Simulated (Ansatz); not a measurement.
**MgH2 (Fm-3m): equation of state with a fit from a Python script**

Where is the equilibrium volume of MgH2 (Fm-3m), and how stiff is it? The task is an equation of state with a fit, for MgH2 (Fm-3m).

Program: Ansatz 0.2.0, driven from Python. Level of theory: DFT LDA, plane waves, PAW. These are calculated values, not measurements.

## Step 1: The structure

The structure is cubic, space group Fm-3m (No. 225). The conventional cell has a = 4.762 Å, b = 4.762 Å, c = 4.762 Å, α = 90.00°, β = 90.00°, γ = 90.00°. Mg (site symmetry m-3m) is surrounded by 8 H at 2.06 Å. H (site symmetry -43m) is surrounded by 4 Mg at 2.06 Å.

The script holds or builds the structure itself.

## Step 2: The code

Input file mgh2_eos.py:

```python
"""Energy against volume for MgH2, with a fit."""

import ansatz as az
import numpy as np

VECTORS = np.array([
    [0.0, 2.38106717, 2.38106717],
    [2.38106717, 0.0, 2.38106717],
    [2.38106717, 2.38106717, 0.0],
])
SITES = [
    ("Mg", [0.0, 0.0, 0.0]),
    ("H", [0.75, 0.75, 0.75]),
    ("H", [0.25, 0.25, 0.25]),
]


def crystal_on(cell):
    crystal = az.Crystal(lattice=az.Lattice.of(cell))
    for symbol, position in SITES:
        crystal = crystal.atom(symbol, position)
    return crystal

# uniform scaling of the cell
volumes, energies, pressures = [], [], []
for scale in np.linspace(0.92, 1.08, 7):
    cell = VECTORS * scale ** (1 / 3)
    calculation = (
        crystal_on(cell).calculation()
        .functional(az.Functional.LDA)
        .basis(24 * az.Ry, xc_grid=1)
        .occupations(az.OccupationsMethod.COLD, width=0.3)
        .scf(max_iterations=60)
        .kpoints(6, 6, 6)
        .stress()
    )
    r = calculation.run().report
    volumes.append(abs(np.linalg.det(cell)) / len(SITES))
    energies.append(r["free_energy_ev"] / len(SITES))
    pressures.append(np.trace(r["stress_gpa"]) / 3)
    print(f"V = {volumes[-1]:8.4f} A^3/atom  F = {energies[-1]:.5f} eV/atom  P = {pressures[-1]:8.3f} GPa")

# third-order Birch-Murnaghan: a cubic in V^(-2/3)
x = np.array(volumes) ** (-2 / 3)
poly = np.polynomial.Polynomial.fit(x, energies, 3).convert()
roots = poly.deriv().roots()
x0 = min((r.real for r in roots if abs(r.imag) < 1e-9 and poly.deriv(2)(r.real) > 0), key=lambda r: abs(r - x.mean()))
v0 = x0 ** -1.5
b0 = 4 / 9 * poly.deriv(2)(x0) * v0 ** (-7 / 3) * 160.21766
b1 = 4 + 2 / 3 * x0 * poly.deriv(3)(x0) / poly.deriv(2)(x0)
print(f"V0 = {v0:.4f} A^3/atom, B0 = {b0:.1f} GPa, dB/dP = {b1:.2f}")
```

## Step 3: The calls as engine input

The engine receives this input (first run):

```yaml
crystal:
  lattice:
    - [0.0, 2.3157993240185535, 2.3157993240185535]
    - [2.3157993240185535, 0.0, 2.3157993240185535]
    - [2.3157993240185535, 2.3157993240185535, 0.0]
  atoms:
    - { symbol: Mg, position: [0.0, 0.0, 0.0] }
    - { symbol: H, position: [0.75, 0.75, 0.75] }
    - { symbol: H, position: [0.25, 0.25, 0.25] }
basis:
  ecutwfc: 326.536634951856
  xc_grid: 1
kpoints:
  mp_grid:
    grid: [6, 6, 6]
hamiltonian:
  xc: lda
scf:
  max_iter: 60
  occupations:
    method: cold
    width: 0.3
output:
  stress: true
```

## Step 4: Launch

Run with:

```sh
python mgh2_eos.py
```

**Question.** Where does the minimum lie against the volume typed, and how stiff is the crystal?

As calculated:

| quantity | value |
| --- | --- |
| runs compared | 7 |
| range of energy | 27.98 meV/atom |
| lowest point, volume (Å³/atom) | 8.520 |

In words: Runs 1, 2, 3, 4, 5, 6, 7: each has a cutoff under the recommended one, so what rests on them isn't a property of the system. A third-order Birch-Murnaghan fit through the 7 points has its minimum at 8.52 Å³ an atom, 5.3 % below the typed cell, with a bulk modulus of 69 GPa. From that minimum the energy rises by 1.6 meV an atom on the compressed side and 28.0 meV on the expanded side. The window is off centre, so dB/dP is rough. Notes:
- The cutoff lies under the one recommended for these potentials.
- Under the recommended cutoff a pressure can be off by several GPa, even in sign.
- For a metal this k-point mesh is coarse: on a finer one energies can move by several to tens of meV an atom and pressures by half a GPa or more, differences at one mesh by less.
- Pressure is positive in compression.
- This cell is a computed structure, which may not be the phase found in nature.
